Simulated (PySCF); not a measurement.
# Cd₂S: singlet, from a bent start

Where does singlet Cd₂S go from a bent start, is the end point a minimum, and what are its modes, charges and moments?

Program: PySCF 2.14.0. Level of theory: PBE0, basis S def2-TZVP, Cd def2-TZVP with ECP28, scalar-relativistic core potentials, no spin–orbit coupling, density fitting. These are calculated values, not measurements.

### Step 1. Starting geometry

3 atoms, charge 0, spin multiplicity 1.

Bond lengths: S1–Cd2 2.390 Å, S1–Cd3 2.390 Å. Angles: Cd2–S1–Cd3 110.0°.

```xyz
3
charge 0 multiplicity 1
S     0.0000    0.0000   -1.2021
Cd    1.9578    0.0000    0.1687
Cd   -1.9578    0.0000    0.1687
```

### Step 2. Bent start, singlet: relaxation

The steps below are one call of a driver around PySCF. For each, scf.py gives the equivalent set-up of the SCF; relaxations use the driver's own optimiser. Before each start the driver seeks the lowest SCF state from one or more starting densities and follows internal instabilities, so scf.py alone need not reach the same state.

The program finds C2v symmetry in the start, which this walk keeps. The walk stops when the largest gradient is under 0.0003 Eh/bohr and the energy has settled too.

scf.py

```python
from pyscf import gto, scf, dft
mol = gto.M(atom='''
S      0.000000     0.000000    -1.202090
Cd     1.957800    -0.000000     0.168710
Cd    -1.957800     0.000000     0.168710''',
    basis={'S': 'def2-TZVP', 'Cd': 'def2-TZVP'},
    ecp={'Cd': 'def2-TZVP'},
    charge=0, spin=0)
mf = dft.RKS(mol, xc='PBE0')
mf.grids.atom_grid = (50, 194)
aux = {'S': 'def2-universal-JKFIT', 'Cd': 'def2-universal-JKFIT'}
mf = mf.density_fit(auxbasis=aux)
mf.kernel()
```

Further steps of the session: Hessian and properties.

Before running it: what results should come out? Wanted: minimum; geometry; wavenumbers; dipole moment; highest occupied, lowest empty level; polar-tensor charge of S1; zero-point energy; atomisation energy.

**Answer**, as computed:

| quantity | value |
| --- | --- |
| minimum | singlet, D∞h |
| geometry | S–Cd 2.395 Å (×2); Cd–S–Cd 180.0° |
| wavenumbers (cm⁻¹) | 52 (πu), 141 (σg+), 310 (σu+) |
| dipole moment | 0.00 D |
| highest occupied, lowest empty level | -5.88, -3.53 eV |
| polar-tensor charge of S1 | -0.12 e |
| zero-point energy | 3.3 kJ/mol |
| entropy at 298.15 K | 318.5 J/(mol K) |
| atomisation energy (no zero-point energy) | 183 kJ/mol |

**Reading.** From C2v at the start the molecule goes to a D∞h minimum. The strongest infrared band lies at 310 cm⁻¹ (σu+). Other starts or spin states, not run here, may lie lower. Take wavenumbers under 90 cm⁻¹ as rough.
